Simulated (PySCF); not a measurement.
**CH₇AsGe: geometry, NMR shifts, spin-spin couplings, electronic excitations and core binding energies**

Wanted: the NMR shifts, spin-spin couplings, electronic excitations and core binding energies of CH₇AsGe (`C[AsH][GeH3]`), by calculation.

The runs use PySCF 2.14.0, with density-fitted response routines of our own; the level of theory stands in each step. All values are computed, except where a source is named. Atoms are numbered from 0 throughout.

**1. The molecule as given**

10 atoms, charge 0, multiplicity 1; geometry from: GFN2-xTB.

Bonds of the start (Å): C0–As1 1.98, As1–Ge2 2.39, C0–H3 1.09, C0–H4 1.09, C0–H5 1.09, As1–H6 1.51, Ge2–H7 1.51, Ge2–H8 1.51, Ge2–H9 1.51.

**2. Geometry optimisation at PBE0-D3(BJ)/def2-SVP**

Job settings and geometry (Å):

```
{"job": {"xc": "PBE0", "basis": "def2-SVP", "d3": "d3bj", "grid": 1, "kind": "geom"}, "charge": 0, "multiplicity": 1}
C     -1.573946     0.314418    -0.128424
As    -0.278539    -1.145650    -0.469403
Ge     1.595860    -0.012858     0.477408
H     -1.493345     0.711502     0.881426
H     -2.591015    -0.044710    -0.283635
H     -1.393114     1.123014    -0.836513
H     -0.542605    -1.857397     0.833568
H      2.820168    -0.858583     0.707892
H      2.110761     1.114018    -0.384439
H      1.354656     0.660900     1.808356
```

What it wrote:

```text
step   0  E = -4354.04277168  max force = 0.013180
step   1  E = -4354.04667937  max force = 0.004457
step   2  E = -4354.04694411  max force = 0.000421
step   3  E = -4354.04694527  max force = 0.000187
optimisation converged
```

Run time: 18 s. Hardware: 1 thread, shared host.

Relaxation path:

```tsv
step	energy from step 0 (eV)	largest force component (eV/Å)
0	0.0000	0.6777
1	-0.1063	0.2292
2	-0.1135	0.0216
3	-0.1136	0.0096
```

Distances of close pairs at the start and the end, largest changes first:

```tsv
bond	before (Å)	after (Å)	change (Å)
As1–Ge2	2.386	2.421	+0.035
Ge2–H7	1.506	1.540	+0.034
Ge2–H8	1.509	1.542	+0.032
Ge2–H9	1.511	1.543	+0.032
As1–H6	1.508	1.528	+0.020
C0–H3	1.088	1.098	+0.010
C0–H4	1.090	1.099	+0.010
C0–H5	1.090	1.099	+0.009
```

The end geometry stands in the next job.

```tsv
at the end point	value
point group (found at 0.08 Å tolerance)	C1
rotational constants (GHz, main isotopes)	8.452, 1.840, 1.577
dipole moment (D)	0.97
```

**3. NMR shieldings: PBE0/pcSseg-1**

Job settings and geometry (Å):

```
{"job": {"kind": "nmr", "xc": "PBE0", "basis": "pcSseg-1"}, "charge": 0, "multiplicity": 1}
C     -1.561923     0.418432    -0.163445
As    -0.241379    -1.012025    -0.521013
Ge     1.654516     0.109673     0.483696
H     -1.500537     0.816230     0.858248
H     -2.569206     0.012643    -0.334420
H     -1.393459     1.234334    -0.880597
H     -0.520274    -1.801940     0.756475
H      2.814009    -0.884518     0.679506
H      2.121686     1.228479    -0.468288
H      1.291352     0.743647     1.842699
```

Level: GIAO PBE0/pcSseg-1 NMR shielding, non-relativistic, gas phase.

What it wrote:

```text
coarse grid: 37232 points
cycle   1  E = -4354.0842238799  dE = -1.597e+00  |g| = 1.073e+00  |ddm| = 2.928e+00
cycle   2  E = -4354.0660364427  dE =  1.819e-02  |g| = 9.511e-01  |ddm| = 8.176e-01
cycle   3  E = -4354.1418295385  dE = -7.579e-02  |g| = 1.462e-01  |ddm| = 5.890e-01
cycle   4  E = -4354.1451045665  dE = -3.275e-03  |g| = 4.046e-02  |ddm| = 1.435e-01
cycle   5  E = -4354.1454702366  dE = -3.657e-04  |g| = 6.463e-03  |ddm| = 3.556e-02
cycle   6  E = -4354.1454792067  dE = -8.970e-06  |g| = 1.310e-03  |ddm| = 6.348e-03
final grid: 74928 points
cycle   7  E = -4354.1454058088  dE =  2.972e-08  |g| = 1.512e-03  |ddm| = 2.509e-03
cycle   8  E = -4354.1454055673  dE =  2.415e-07  |g| = 1.883e-03  |ddm| = 2.474e-03
cycle   9  E = -4354.1454061779  dE = -6.107e-07  |g| = 1.120e-04  |ddm| = 1.438e-03
cycle  10  E = -4354.1454061813  dE = -3.411e-09  |g| = 1.556e-05  |ddm| = 1.211e-04
cycle  11  E = -4354.1454061814  dE = -4.184e-11  |g| = 4.317e-06  |ddm| = 1.565e-05
converged SCF energy = -4354.1454061814

GIAO shielding tensors (ppm)
atom      isotropic    diamagn.    paramagn.     s11        s22        s33       span
  0 C      182.438     248.494     -66.056    175.967    179.943    191.404     15.437
  1 As    1755.102    2875.395   -1120.293   1605.300   1693.409   1966.597    361.297
  2 Ge    1568.975    2756.080   -1187.105   1475.361   1566.376   1665.189    189.828
  3 H       29.953      30.045      -0.093     23.519     28.398     37.941     14.422
  4 H       30.217      28.528       1.688     23.975     26.916     39.759     15.784
  5 H       30.617      29.721       0.896     25.332     27.758     38.762     13.430
  6 H       28.562      29.512      -0.950     21.856     24.057     39.774     17.918
  7 H       27.230      27.961      -0.730     20.724     21.935     39.032     18.308
  8 H       27.420      28.346      -0.926     21.156     22.537     38.567     17.411
  9 H       27.190      28.477      -1.287     20.644     22.537     38.390     17.746
```

It took 11 s on 1 thread, shared host.

Shifts follow as δ = σ(reference) − σ, with reference shieldings (ppm) from runs at the same level and on the same kind of geometry: 1H TMS 31.27, 13C TMS 184.4, 73Ge GeMe4 1330, 75As AsH3 1910. The references are single molecules in the gas phase. Shifts against hydride references such as AlH4− lie on their own scale. Atoms listed in one row are averaged.

```tsv
atoms	environment	σ (ppm)	δ (ppm)
C0	methyl carbon bonded to As	182.4	2.0
H7, H8, H9	hydrogen on a germanium bonded to As	27.28	3.99
H6	hydrogen on an arsenic bonded to C, Ge	28.56	2.70
H3, H4, H5	hydrogen on a methyl carbon bonded to As	30.26	1.00
As1	arsenic bonded to C, Ge, H	1755	155
Ge2	germanium bonded to As, 3 H	1569	-239
```

Charges from the same density, by scheme (e):

```tsv
atoms	Mulliken	IAO	Hirshfeld	ESP fit
C0	-0.44	-0.59	-0.17	-0.11
As1	-0.18	0.14	0.08	-0.20
Ge2	0.11	0.25	0.22	0.20
```

Mayer bond orders: C0–As1 1.02, As1–Ge2 0.96.

**4. Spin-spin couplings: B3LYP/pcSseg-1+pcJ-1**

Same as in step 3 but for these lines:

```diff
@@ -1,2 +1,2 @@
-{"job": {"kind": "nmr", "xc": "PBE0", "basis": "pcSseg-1"}, "charge": 0, "multiplicity": 1}
+{"job": {"kind": "j", "xc": "B3LYP", "basis": "pcJ-1"}, "charge": 0, "multiplicity": 1}
 C     -1.561923     0.418432    -0.163445
```

Level: B3LYP/pcJ-1 As:pcSseg-1 Ge:pcSseg-1 indirect spin-spin coupling, non-relativistic, gas phase.

What it wrote:

```text
coarse grid: 37232 points
cycle   1  E = -4354.7787408912  dE = -1.586e+00  |g| = 1.160e+00  |ddm| = 2.694e+00
cycle   2  E = -4354.7406496574  dE =  3.809e-02  |g| = 1.099e+00  |ddm| = 9.400e-01
cycle   3  E = -4354.8483659728  dE = -1.077e-01  |g| = 1.766e-01  |ddm| = 7.113e-01
cycle   4  E = -4354.8538303498  dE = -5.464e-03  |g| = 5.588e-02  |ddm| = 1.880e-01
cycle   5  E = -4354.8545643771  dE = -7.340e-04  |g| = 9.637e-03  |ddm| = 4.856e-02
cycle   6  E = -4354.8545827519  dE = -1.837e-05  |g| = 1.783e-03  |ddm| = 9.120e-03
cycle   7  E = -4354.8545831417  dE = -3.897e-07  |g| = 5.561e-04  |ddm| = 2.087e-03
final grid: 74928 points
cycle   8  E = -4354.8544938093  dE = -4.199e-08  |g| = 7.717e-04  |ddm| = 2.302e-03
cycle   9  E = -4354.8544937280  dE =  8.125e-08  |g| = 1.093e-03  |ddm| = 2.214e-03
cycle  10  E = -4354.8544939249  dE = -1.969e-07  |g| = 6.505e-05  |ddm| = 1.126e-03
cycle  11  E = -4354.8544939260  dE = -1.089e-09  |g| = 1.644e-05  |ddm| = 8.756e-05
cycle  12  E = -4354.8544939261  dE = -6.276e-11  |g| = 2.978e-06  |ddm| = 1.703e-05
converged SCF energy = -4354.8544939261

Indirect spin-spin couplings (Hz)
  i      j    bonds     total        FC       PSO       DSO        SD
  0 C    3 H    1    146.012   143.876     1.142     0.994         -
  0 C    4 H    1    142.341   140.149     1.244     0.948         -
  0 C    5 H    1    140.815   138.574     1.253     0.988         -
  0 C    6 H    2     -1.180    -1.259     0.199    -0.119         -
  0 C    7 H    3      7.314     7.884     0.188    -0.758         -
  0 C    8 H    3     -0.177    -0.121     0.034    -0.089         -
  0 C    9 H    3      4.321     4.228    -0.028     0.121         -
  3 H    4 H    2    -11.742   -12.908     2.936    -1.769         -
  3 H    5 H    2    -11.667   -12.934     2.901    -1.634         -
  3 H    6 H    3      6.353     5.650    -0.166     0.869         -
  3 H    7 H    4     -1.437     0.417     0.680    -2.534         -
  3 H    8 H    4     -0.512    -0.112     0.186    -0.586         -
  3 H    9 H    4      1.393     0.183    -1.009     2.220         -
  4 H    5 H    2    -13.586   -14.754     2.872    -1.704         -
  4 H    6 H    3      1.870     1.731     0.290    -0.151         -
  4 H    7 H    4      4.443     5.889     0.969    -2.415         -
  4 H    8 H    4     -0.977    -0.400     0.905    -1.483         -
  4 H    9 H    4     -0.534    -0.398     0.776    -0.913         -
  5 H    6 H    3     15.086    16.612     1.752    -3.277         -
  5 H    7 H    4     -2.197    -0.341     0.824    -2.681         -
  5 H    8 H    4      0.448    -0.066    -0.420     0.934         -
  5 H    9 H    4     -0.204    -0.208     0.229    -0.225         -
  6 H    7 H    3     -0.108     0.113     0.106    -0.327         -
  6 H    8 H    3     10.093    12.972     1.117    -3.995         -
  6 H    9 H    3      4.190     3.886    -0.110     0.414         -
  7 H    8 H    2      6.225     9.011     1.157    -3.943         -
  7 H    9 H    2     10.827    13.710     1.171    -4.054         -
  8 H    9 H    2     11.751    14.507     1.122    -3.877         -
```

Wall time 17 s (1 thread, shared host).

Couplings of 1 Hz or more, nine at most for each number of bonds, with means over like pairs (isotopes 13C, 1H):

```tsv
pair	bonds	J (Hz)	Fermi contact (Hz)
C0–H3	1	143.1	140.9
H3–H4	2	-12.3	-13.5
H7–H8	2	9.6	12.4
C0–H6	2	-1.2	-1.3
H3–H6	3	7.8	8.0
H6–H7	3	4.7	5.7
C0–H7	3	3.8	4.0
```

The spin-dipole term was not solved, so all couplings lack that part.

The response was solved for the nuclei of C, H alone, so couplings that need other nuclei can be missing.

Quadrupole couplings from the field gradients of the same density:

```tsv
atom	isotope	eQq/h (MHz)	η
As1	75As	-167.7	0.25
Ge2	73Ge	-17.3	0.06
```

Shifts (PBE0/pcSseg-1, unscaled) and these couplings together give the proton spectrum at 300 MHz below. Couplings to quadrupolar nuclei are left out.

1H NMR δ 3.99 (d, J = 4.7 Hz, 3H), 2.70 (qq, J = 7.8, 4.7 Hz, 1H), 1.00 (d, J = 7.8 Hz, 3H).

**5. Excited states and response: CAM-B3LYP/def2-SVPD**

Same as in step 4 but for these lines:

```diff
@@ -1,2 +1,2 @@
-{"job": {"kind": "j", "xc": "B3LYP", "basis": "pcJ-1"}, "charge": 0, "multiplicity": 1}
+{"job": {"kind": "uv", "xc": "CAM-B3LYP", "basis": "def2-SVPD", "ip": true}, "charge": 0, "multiplicity": 1}
 C     -1.561923     0.418432    -0.163445
```

Method: TDDFT CAM-B3LYP/def2-SVPD, vertical, gas phase, core orbitals frozen in the response.

What it wrote:

```text
coarse grid: 37232 points
cycle   1  E = -4354.8138855163  dE = -1.462e+00  |g| = 4.408e-01  |ddm| = 3.448e+00
cycle   2  E = -4354.8193963187  dE = -5.511e-03  |g| = 4.203e-01  |ddm| = 6.467e-01
cycle   3  E = -4354.8392418965  dE = -1.985e-02  |g| = 2.676e-02  |ddm| = 3.409e-01
cycle   4  E = -4354.8393879104  dE = -1.460e-04  |g| = 1.008e-02  |ddm| = 4.665e-02
cycle   5  E = -4354.8394090490  dE = -2.114e-05  |g| = 2.328e-03  |ddm| = 1.711e-02
cycle   6  E = -4354.8394105702  dE = -1.521e-06  |g| = 6.606e-04  |ddm| = 4.281e-03
final grid: 74928 points
cycle   7  E = -4354.8393257561  dE = -1.238e-07  |g| = 6.424e-04  |ddm| = 3.352e-03
cycle   8  E = -4354.8393257556  dE =  4.811e-10  |g| = 6.596e-04  |ddm| = 1.465e-03
cycle   9  E = -4354.8393258709  dE = -1.152e-07  |g| = 3.205e-05  |ddm| = 6.781e-04
cycle  10  E = -4354.8393258714  dE = -5.275e-10  |g| = 1.735e-05  |ddm| = 9.101e-05
converged SCF energy = -4354.8393258714

Static polarisability (au): isotropic 81.070, principal 68.329 77.055 97.826

Singlet excitations
state   eV       nm        f      main configurations
  1   5.9106    209.8   0.06166   H->L+1 0.83
  2   6.1962    200.1   0.18619   H->L 0.82
  3   6.4145    193.3   0.09967   H->L+2 0.90
  4   7.1864    172.5   0.01399   H->L+3 0.68, H-1->L 0.10, H->L+4 0.09
  5   7.2934    170.0   0.00470   H->L+4 0.54, H->L+3 0.13, H-1->L 0.12
  6   7.4964    165.4   0.05410   H-1->L+1 0.79
  7   7.5093    165.1   0.19635   H-1->L 0.55, H->L+4 0.20
  8   7.6709    161.6   0.05816   H->L+5 0.81, H-1->L 0.09
  9   7.9497    156.0   0.14408   H-1->L+2 0.66, H-2->L 0.16
 10   8.1593    152.0   0.08745   H-2->L 0.61, H-1->L+2 0.16

Triplet excitations (Tamm-Dancoff, eV): 5.0101 5.2808 5.9841 6.6244
Vertical ionisation energy (delta-SCF) = 9.0935 eV
```

Wall time 26 s (1 thread, shared host).

Frontier orbitals and where they lie:

```tsv
orbital	eV	atoms
HOMO−3	-11.11	Ge2 41 %, H9 32 %, H7 9 %
HOMO−2	-10.60	Ge2 24 %, As1 17 %, H8 15 %
HOMO−1	-9.72	As1 36 %, Ge2 23 %, C0 15 %
HOMO	-8.24	As1 60 %, Ge2 16 %, C0 10 %
LUMO	0.65	Ge2 38 %, As1 26 %, H9 12 %
LUMO+1	0.83	As1 27 %, Ge2 20 %, C0 18 %
LUMO+2	1.36	As1 28 %, Ge2 26 %, C0 14 %
```

With each of the 10 states as a Gaussian band of 0.4 eV half-width at 1/e, the curve within the window shown has maxima at 200 nm (ε 12,000), 162 nm (ε 16,000) L/(mol cm). Beyond the last state computed it falls off for lack of states. The curve at chosen wavelengths:

```json
{"nm": "147", "ε (L/mol/cm)": "3252"}
{"nm": "150", "ε (L/mol/cm)": "6453"}
{"nm": "154", "ε (L/mol/cm)": "10903"}
{"nm": "157", "ε (L/mol/cm)": "13409"}
{"nm": "161", "ε (L/mol/cm)": "15349"}
{"nm": "164", "ε (L/mol/cm)": "15287"}
{"nm": "168", "ε (L/mol/cm)": "12506"}
{"nm": "171", "ε (L/mol/cm)": "9113"}
{"nm": "175", "ε (L/mol/cm)": "4985"}
{"nm": "178", "ε (L/mol/cm)": "3201"}
{"nm": "181", "ε (L/mol/cm)": "2778"}
{"nm": "185", "ε (L/mol/cm)": "4077"}
{"nm": "188", "ε (L/mol/cm)": "6027"}
{"nm": "192", "ε (L/mol/cm)": "9024"}
{"nm": "195", "ε (L/mol/cm)": "10873"}
{"nm": "199", "ε (L/mol/cm)": "12046"}
{"nm": "202", "ε (L/mol/cm)": "11799"}
{"nm": "205", "ε (L/mol/cm)": "10738"}
{"nm": "209", "ε (L/mol/cm)": "8570"}
{"nm": "212", "ε (L/mol/cm)": "6774"}
{"nm": "216", "ε (L/mol/cm)": "4582"}
{"nm": "219", "ε (L/mol/cm)": "3241"}
{"nm": "223", "ε (L/mol/cm)": "1913"}
{"nm": "226", "ε (L/mol/cm)": "1230"}
{"nm": "230", "ε (L/mol/cm)": "643"}
{"nm": "233", "ε (L/mol/cm)": "379"}
```

Further results of this job:

```tsv
property	computed
dipole moment (D)	0.89
polarisability (Å³)	12.01
HOMO–LUMO gap (eV)	8.89
−ε(HOMO) (eV)	8.24
```

**6. NMR shieldings: B97-2/pcSseg-2**

Same as in step 5 but for these lines:

```diff
@@ -1,2 +1,2 @@
-{"job": {"kind": "uv", "xc": "CAM-B3LYP", "basis": "def2-SVPD", "ip": true}, "charge": 0, "multiplicity": 1}
+{"job": {"kind": "nmr", "xc": "B97-2", "basis": "pcSseg-2", "pop": false}, "charge": 0, "multiplicity": 1}
 C     -1.561923     0.418432    -0.163445
```

Level: GIAO B97-2/pcSseg-2 NMR shielding, non-relativistic, gas phase.

What it wrote:

```text
coarse grid: 37232 points
cycle   1  E = -4356.3605814420  dE = -1.647e+00  |g| = 1.137e+00  |ddm| = 2.186e+00
cycle   2  E = -4356.3270616990  dE =  3.352e-02  |g| = 1.110e+00  |ddm| = 5.490e-01
cycle   3  E = -4356.4104041725  dE = -8.334e-02  |g| = 1.961e-01  |ddm| = 3.933e-01
cycle   4  E = -4356.4144302684  dE = -4.026e-03  |g| = 4.837e-02  |ddm| = 1.092e-01
cycle   5  E = -4356.4147851710  dE = -3.549e-04  |g| = 5.768e-03  |ddm| = 2.744e-02
cycle   6  E = -4356.4147904293  dE = -5.258e-06  |g| = 1.837e-03  |ddm| = 4.987e-03
final grid: 74928 points
cycle   7  E = -4356.4147159961  dE =  3.114e-07  |g| = 2.285e-03  |ddm| = 3.631e-03
cycle   8  E = -4356.4147148825  dE =  1.114e-06  |g| = 3.111e-03  |ddm| = 3.563e-03
cycle   9  E = -4356.4147173226  dE = -2.440e-06  |g| = 1.929e-04  |ddm| = 2.004e-03
cycle  10  E = -4356.4147173337  dE = -1.108e-08  |g| = 4.830e-05  |ddm| = 1.975e-04
cycle  11  E = -4356.4147173339  dE = -2.301e-10  |g| = 4.564e-06  |ddm| = 2.153e-05
converged SCF energy = -4356.4147173339

GIAO shielding tensors (ppm)
atom      isotropic    diamagn.    paramagn.     s11        s22        s33       span
  0 C      180.127     240.699     -60.571    173.248    177.541    189.592     16.344
  1 As    1714.179    2877.933   -1163.754   1574.594   1655.629   1912.315    337.720
  2 Ge    1558.943    2756.979   -1198.035   1471.143   1554.193   1651.494    180.351
  3 H       30.009      29.821       0.188     23.888     28.484     37.657     13.769
  4 H       30.309      28.084       2.225     24.395     27.214     39.317     14.922
  5 H       30.694      29.600       1.094     25.711     27.973     38.400     12.689
  6 H       28.553      30.095      -1.542     22.088     24.287     39.284     17.196
  7 H       27.311      28.418      -1.107     20.966     22.045     38.923     17.956
  8 H       27.540      29.016      -1.476     21.432     22.654     38.534     17.102
  9 H       27.311      29.165      -1.854     20.952     22.699     38.283     17.330
```

Run time: 25 s. Hardware: 1 thread, shared host.

In short: δ C0 3.3, As1 174, Ge2 -230, H7 3.97, H6 2.81 ppm (means over like atoms).

**7. Core-electron binding energies: SCAN, X2C**

Same as in step 6 but for these lines:

```diff
@@ -1,2 +1,2 @@
-{"job": {"kind": "nmr", "xc": "B97-2", "basis": "pcSseg-2", "pop": false}, "charge": 0, "multiplicity": 1}
+{"job": {"kind": "xps"}, "charge": 0, "multiplicity": 1}
 C     -1.561923     0.418432    -0.163445
```

Method: delta-SCF UKS SCAN, pcX-2 on the ionised atom, pcseg-1 elsewhere, spin-free X2C.

What it wrote:

```text
ground state, core basis on atom 0 (C), 134 functions
  cycle   1  E = -4391.66321695  |g| = 3.48e-01
  cycle   2  E = -4391.62377286  |g| = 5.01e-01
  cycle   3  E = -4391.69391304  |g| = 5.56e-02
  cycle   4  E = -4391.69495998  |g| = 1.79e-02
  cycle   5  E = -4391.69507329  |g| = 5.53e-03
  cycle   6  E = -4391.69507514  |g| = 2.83e-03
  cycle   7  E = -4391.69508411  |g| = 5.56e-04
  cycle   8  E = -4391.69507901  |g| = 9.74e-05
  E(ground) = -4391.72901303 Eh
hole in C 1s of atom 0
  cycle   1  E = -4380.43964885  |g| = 1.51e+00
  cycle   2  E = -4379.67840833  |g| = 1.84e+00
  cycle   3  E = -4380.96272736  |g| = 3.46e-01
  cycle   4  E = -4381.01177369  |g| = 1.10e-01
  cycle   5  E = -4381.01880587  |g| = 3.02e-02
  cycle   6  E = -4381.01940309  |g| = 9.50e-03
  cycle   7  E = -4381.01945608  |g| = 4.50e-03
  cycle   8  E = -4381.01947043  |g| = 1.13e-03
  cycle   9  E = -4381.01947332  |g| = 6.01e-04
  cycle  10  E = -4381.01947342  |g| = 1.44e-04
  E(ion) = -4381.05288899 Eh   <S^2> = 0.7711   hole on atom = 1.000   binding energy = 290.512 eV
```

Run time: 5.3 s. Hardware: 1 thread, shared host.

Binding energies by hole, beside the orbital energy of the ground state; the difference holds orbital relaxation and, for a density functional, its self-interaction error:

```tsv
hole	stands for	environment	ΔSCF (eV)	−ε (eV)	⟨S²⟩
C1s on C0	C0	methyl carbon bonded to As	290.51	273.9	0.771
```

**8. Run by run: NMR shifts**

Shifts (ppm), means over like atoms, with basis size and wall time:

```tsv
run	C0	H7	H6	H3	As1	Ge2	functions	time
PBE0/pcSseg-1	2.0	3.99	2.70	1.00	155	-239	134	11 s
B97-2/pcSseg-2	3.3	3.97	2.81	1.02	174	-230	260	25 s
```

**9. Results**

```
                                                              quantity                        value
                                                           point group                           C1
                                  rotational constants (main isotopes)         8.45, 1.84, 1.58 GHz
                                13C shifts against TMS (PBE0/pcSseg-1)                      2.0 ppm
1H shifts against TMS (PBE0/pcSseg-1, means over atoms taken as alike)         3.99, 2.70, 1.00 ppm
                              75As shifts against AsH3 (PBE0/pcSseg-1)                      155 ppm
                             73Ge shifts against GeMe4 (PBE0/pcSseg-1)                     -239 ppm
                  largest coupling of the table (B3LYP/pcSseg-1+pcJ-1)      1J(C,H) C0–H3, 143.1 Hz
                                  lowest singlet (CAM-B3LYP/def2-SVPD)  5.91 eV (210 nm), f = 0.062
                              brightest single state of those computed  state 7, 7.51 eV, f = 0.196
                                                        lowest triplet                      5.01 eV
                                     vertical ionisation energy (ΔSCF)                      9.09 eV
                                      C1s binding energies, SCAN/pcX-2                 C0 290.51 eV
                                             range of the shift of As1               155 to 174 ppm
```

In words: The optimisation took 3 steps and gained 0.114 eV; among the close pairs (by a distance rule), As1–Ge2 changed most, from 2.386 to 2.421 Å. No frequency check was run at this level, so the end point may be a saddle. At PBE0/pcSseg-1: Shielding is most anisotropic at As1 (span 361 ppm, paramagnetic term -1120 ppm). In the run at B3LYP/pcSseg-1+pcJ-1, the largest coupling of the table is C0–H3 (mean over like pairs), 143.1 Hz, of which the Fermi-contact term gives 140.9 Hz. The lowest singlet, at 5.91 eV, is HOMO→LUMO+1 0.83 and is bright; of the 10 states computed, the strongest absorption comes from states 6 to 7 together at 7.51 eV. The lowest triplet lies 0.90 eV below the lowest singlet (triplets in Tamm-Dancoff, singlets in full TDDFT). The orbital energy would give 8.24 eV for ionisation, ΔSCF gives 9.09 eV. In ppm, As1 moves most: its shift spreads over 19 ppm, from 155 (PBE0/pcSseg-1) to 174 (B97-2/pcSseg-2). Spin-orbit coupling is left out, which matters for shieldings and couplings at and beside the heavy atoms.
